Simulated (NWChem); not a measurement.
**GeSiH6O (SMILES O[SiH2][GeH3]) at 5 levels**

We compute a comparison of 5 runs (HF/STO-3G, HF/3-21G, B3LYP/6-31G*, PBE/def2-SVP) of GeSiH6O. 

Program for the calculation: NWChem 7.3.0.

## 1. The system as given

GeSiH6O has 9 atoms, charge 0, and is taken as a singlet. SMILES: `O[SiH2][GeH3]`. Geometry: relaxed at PBE0-D4/def2-TZVP. This is one conformer, not always the lowest.

Bond lengths: O1–Si2 1.653 Å, Si2–Ge3 2.375 Å, O1–H4 0.958 Å, Si2–H5 1.492 Å, Si2–H6 1.492 Å, Ge3–H7 1.539 Å, Ge3–H8 1.537 Å, Ge3–H9 1.537 Å. Some angles: O1–Si2–Ge3 106.7°, O1–Si2–H5 111.2°, O1–Si2–H6 111.2°, Ge3–Si2–H5 110.4°, Ge3–Si2–H6 110.4°, Si2–O1–H4 117.7°, Si2–Ge3–H7 109.5°, Si2–Ge3–H8 111.1°, Si2–Ge3–H9 111.1°, H5–Si2–H6 106.9°.

## 2. Energy and gradient at HF/STO-3G (run 1)

geom.nw

```
echo
start geom
memory total 2200 mb
geometry units angstrom noautosym nocenter noautoz
  O    -1.699200    0.432900   -0.836200
  Si   -0.084600    0.700000   -0.606000
  Ge    0.663700   -0.937100    0.942900
  H    -2.164800    1.014000   -1.439600
  H     0.670200    0.586900   -1.887600
  H     0.166000    2.071300   -0.074900
  H     2.168200   -0.746500    1.206100
  H     0.447600   -2.356900    0.395000
  H    -0.078600   -0.810800    2.283000
end
basis spherical bse
  * library STO-3G
end
scf
  singlet
  rhf
  thresh 1e-08
  maxiter 80
  print medium
end
task scf gradient
```

On the command line:

```console
nwchem geom.nw > geom.out
```

Output:

```text
[...]
  functions       =    38
[...]
  wavefunction    = RHF
[...]
         Total SCF energy =  -2414.716027880501
      One-electron energy =  -3901.958080432103
      Two-electron energy =   1229.085776819658
 Nuclear repulsion energy =    258.156275731944
        Time for solution =      2.0s
[...]
                         RHF ENERGY GRADIENTS
    atom               coordinates                        gradient
                 x          y          z           x          y          z
   1 O      -3.211022   0.818062  -1.580189    0.010381   0.030405  -0.021922
   2 Si     -0.159871   1.322808  -1.145174   -0.041202  -0.019663   0.004554
   3 Ge      1.254211  -1.770862   1.781823   -0.009525   0.016454  -0.016139
   4 H      -4.090879   1.916182  -2.720450    0.002267  -0.023907   0.020147
   5 H       1.266494   1.109080  -3.567047    0.017278  -0.003490  -0.027006
   6 H       0.313695   3.914189  -0.141540    0.006240   0.029038   0.012683
   7 H       4.097304  -1.410680   2.279199    0.040453   0.005503   0.006767
   8 H       0.845841  -4.453895   0.746442   -0.005902  -0.037859  -0.014806
   9 H      -0.148532  -1.532190   4.314244   -0.019990   0.003519   0.035723
[...]
```

It took 3.6 s on 1 thread of AMD EPYC 9R45 (Zen 5), shared host; peak memory 0.1 GiB.

## 3. Energy and forces at HF/3-21G (run 2)

work.xyz

```xyz
9

O     -1.699200     0.432900    -0.836200
Si    -0.084600     0.700000    -0.606000
Ge     0.663700    -0.937100     0.942900
H     -2.164800     1.014000    -1.439600
H      0.670200     0.586900    -1.887600
H      0.166000     2.071300    -0.074900
H      2.168200    -0.746500     1.206100
H      0.447600    -2.356900     0.395000
H     -0.078600    -0.810800     2.283000
```

work.nw

```
start work
memory 2200 mb

geometry noautosym nocenter noautoz
  load format xyz work.xyz
end

basis spherical bse
  * library 3-21G
end

scf
  thresh 1e-08
  maxiter 80
end

task scf gradient
```

On the command line:

```console
nwchem work.nw > work.out
```

Output:

```text
[...]
  functions       =    56
[...]
  wavefunction    = RHF
[...]
         Total SCF energy =  -2430.666065584215
      One-electron energy =  -3905.180268655536
      Two-electron energy =   1216.357927339377
 Nuclear repulsion energy =    258.156275731944
        Time for solution =      2.4s
[...]
                         RHF ENERGY GRADIENTS
    atom               coordinates                        gradient
                 x          y          z           x          y          z
   1 O      -3.211022   0.818062  -1.580189    0.020543   0.000417   0.005352
   2 Si     -0.159871   1.322808  -1.145174   -0.028042  -0.004973  -0.003742
   3 Ge      1.254211  -1.770862   1.781823   -0.002759   0.005280  -0.005100
   4 H      -4.090879   1.916182  -2.720450    0.011928   0.000518   0.002898
   5 H       1.266494   1.109080  -3.567047   -0.000789   0.000022  -0.000940
   6 H       0.313695   3.914189  -0.141540   -0.001009   0.000709  -0.000129
   7 H       4.097304  -1.410680   2.279199   -0.000444  -0.000531   0.000310
   8 H       0.845841  -4.453895   0.746442    0.000219  -0.000514   0.000925
   9 H      -0.148532  -1.532190   4.314244    0.000354  -0.000928   0.000426
[...]
```

Run time: 4.2 s. Hardware: 1 thread of AMD EPYC 9R45 (Zen 5), shared host; peak memory 0.1 GiB.

## 4. Energy and gradient at B3LYP/6-31G(d) (spherical functions) (run 3)

job.nw

```
start job
title "GeH6OSi gradient"
memory stack 880 mb heap 220 mb global 1100 mb

geometry units angstrom noautosym nocenter noautoz
O    -1.699200    0.432900   -0.836200
Si   -0.084600    0.700000   -0.606000
Ge    0.663700   -0.937100    0.942900
H    -2.164800    1.014000   -1.439600
H     0.670200    0.586900   -1.887600
H     0.166000    2.071300   -0.074900
H     2.168200   -0.746500    1.206100
H     0.447600   -2.356900    0.395000
H    -0.078600   -0.810800    2.283000
end

basis spherical bse
O library 6-31G*
Si library 6-31G*
Ge library 6-31G*
H library 6-31G*
end

dft
xc b3lyp
grid xfine
convergence energy 1e-08
iterations 100
mulliken
end

task dft gradient
```

On the command line:

```console
nwchem job.nw > job.out
```

Output:

```text
[...]
          Wavefunction type:  closed shell.
          No. of atoms     :     9
          No. of electrons :    60
[...]
          Charge           :     0
          Spin multiplicity:     1
[...]
          AO basis - number of functions:    76
[...]
              XC Information
              --------------
                         B3LYP Method XC Potential
                     Hartree-Fock (Exact) Exchange  0.200
                        Slater Exchange Functional  0.800 local
                    Becke 1988 Exchange Functional  0.720 non-local
              Lee-Yang-Parr Correlation Functional  0.810
                  VWN I RPA Correlation Functional  0.190 local
[...]
 d= 0,ls=0.0,diis     1  -2445.0469486431 -2.70D+03  1.46D-02  5.12D-01     3.1
[...]
 d= 0,ls=0.0,diis     8  -2445.1080329978 -3.94D-09  4.15D-06  2.30D-07    19.2
         Total DFT energy =    -2445.108032997779
      One electron energy =    -3917.443271786020
           Coulomb energy =     1325.060009450864
    Exchange-Corr. energy =     -110.881046394567
 Nuclear repulsion energy =      258.156275731944
[...]
      Total Density - Mulliken Population Analysis
     ---------------------------------------------
    Atom       Charge   Shell Charges
 -----------   ------   -------------------------------------------------------
    1 O    8     8.72   2.00  0.90  2.95  0.95  1.91  0.02
    2 Si  14    13.38   2.00  2.00  5.96  0.98  1.76  0.16  0.30  0.22
    3 Ge  32    32.24   2.00  2.00  6.00  2.00  5.99  1.32  2.34  0.10  0.37  6.84  2.94  0.35
    4 H    1     0.57   0.47  0.10
    5 H    1     1.10   0.51  0.59
    6 H    1     1.10   0.51  0.59
    7 H    1     0.97   0.48  0.48
    8 H    1     0.96   0.49  0.47
    9 H    1     0.96   0.49  0.47
[...]
  wavefunction    = closed shell
[...]
```

Wall time 29 s (1 thread of AMD EPYC 9R45 (Zen 5), shared host); peak memory 0.14 GiB.

Run 4 isn't shown in full; the table further down has it.

## 5. Energy and forces at PBE/def2-SVP (run 5)

geh6osi.nw

```
start geh6osi
title "GeH6OSi"
memory 2200 mb

geometry noautosym nocenter noautoz
O       -1.699200       0.432900      -0.836200
Si      -0.084600       0.700000      -0.606000
Ge       0.663700      -0.937100       0.942900
H       -2.164800       1.014000      -1.439600
H        0.670200       0.586900      -1.887600
H        0.166000       2.071300      -0.074900
H        2.168200      -0.746500       1.206100
H        0.447600      -2.356900       0.395000
H       -0.078600      -0.810800       2.283000
end

basis "ao basis" spherical bse
* library def2-SVP
end

dft
xc xpbe96 cpbe96
mult 1
grid fine
convergence energy 1e-08
iterations 100
mulliken
end

task dft gradient
```

On the command line:

```console
nwchem geh6osi.nw > geh6osi.out
```

Output:

```text
[...]
          Wavefunction type:  closed shell.
          No. of atoms     :     9
          No. of electrons :    60
[...]
          Charge           :     0
          Spin multiplicity:     1
[...]
          AO basis - number of functions:    94
[...]
              XC Information
              --------------
          PerdewBurkeErnzerhof Exchange Functional  1.000
            Perdew 1991 LDA Correlation Functional  1.000 local
           PerdewBurkeErnz. Correlation Functional  1.000 non-local
[...]
 d= 0,ls=0.0,diis     1  -2444.3078016621 -2.70D+03  1.70D-02  6.14D-01     1.9
[...]
 d= 0,ls=0.0,diis    10  -2444.3762048987 -3.61D-09  4.49D-07  4.93D-09    13.8
         Total DFT energy =    -2444.376204898721
      One electron energy =    -3917.342512167136
           Coulomb energy =     1325.018689606188
    Exchange-Corr. energy =     -110.208658069718
 Nuclear repulsion energy =      258.156275731944
[...]
      Total Density - Mulliken Population Analysis
     ---------------------------------------------
    Atom       Charge   Shell Charges
 -----------   ------   -------------------------------------------------------
    1 O    8     8.35   1.99  1.07  0.64  2.89  1.75  0.01
    2 Si  14    13.61   2.00  1.98  1.07  0.15  5.92  1.28  0.93  0.27
    3 Ge  32    31.94   2.00  2.00  1.99  1.22  0.16  6.00  5.98  1.49  1.03  8.06  1.82  0.18
    4 H    1     0.82   0.68  0.06  0.07
    5 H    1     1.09   0.74  0.34  0.01
    6 H    1     1.09   0.74  0.34  0.01
    7 H    1     1.04   0.71  0.33  0.01
    8 H    1     1.03   0.71  0.32  0.01
    9 H    1     1.03   0.71  0.32  0.01
[...]
  wavefunction    = closed shell
[...]
```

Wall time 19 s (1 thread of AMD EPYC 9R45 (Zen 5), shared host); peak memory 0.13 GiB.

## 6. All runs side by side

| run | level | iteration cap | module | energy (Eh) | dipole moment (D) | HOMO energy (eV) | LUMO energy (eV) | wall time |
| --- | --- | --- | --- | --- | --- | --- | --- | --- |
| 1 | HF/STO-3G | 80 | scf | -2414.716028 | 1.34 | -8.61 | 10.91 | 3.6 s |
| 2 | HF/3-21G | 80 | scf | -2430.666066 | 1.72 | -10.65 | 3.47 | 4.2 s |
| 3 | B3LYP/6-31G* (spherical functions) | 100 | dft | -2445.108033 | 1.59 | -7.72 | -0.09 | 29 s |
| 4 | B3LYP/6-31G* (Cartesian functions) | 100 | dft | -2445.116197 | 1.60 | -7.73 | -0.13 | 30 s |
| 5 | PBE/def2-SVP | 100 | dft | -2444.376205 | 1.47 | -6.83 | -0.73 | 19 s |

## 7. Outcome

| quantity | value |
| --- | --- |
| run 5: total energy | -2444.37620 Eh |
| run 5: dipole moment | 1.47 D |
| run 5: HOMO energy | -6.83 eV |
| run 5: LUMO energy | -0.73 eV |
| run 5: HOMO–LUMO gap | 6.10 eV |
| run 5: largest force on an atom | 1.020 eV/Å |

In words: The dipole moment (its size) runs from 1.34 D (HF/STO-3G) to 1.72 D (HF/3-21G). The HOMO–LUMO gap runs from 6.10 eV (PBE/def2-SVP) to 19.52 eV (HF/STO-3G). The two ends differ in method and basis. Totals of different functionals can't be ranked against each other. In run 1 the basis is minimal, so the values are rough. All runs together took 86 s, the longest 30 s.
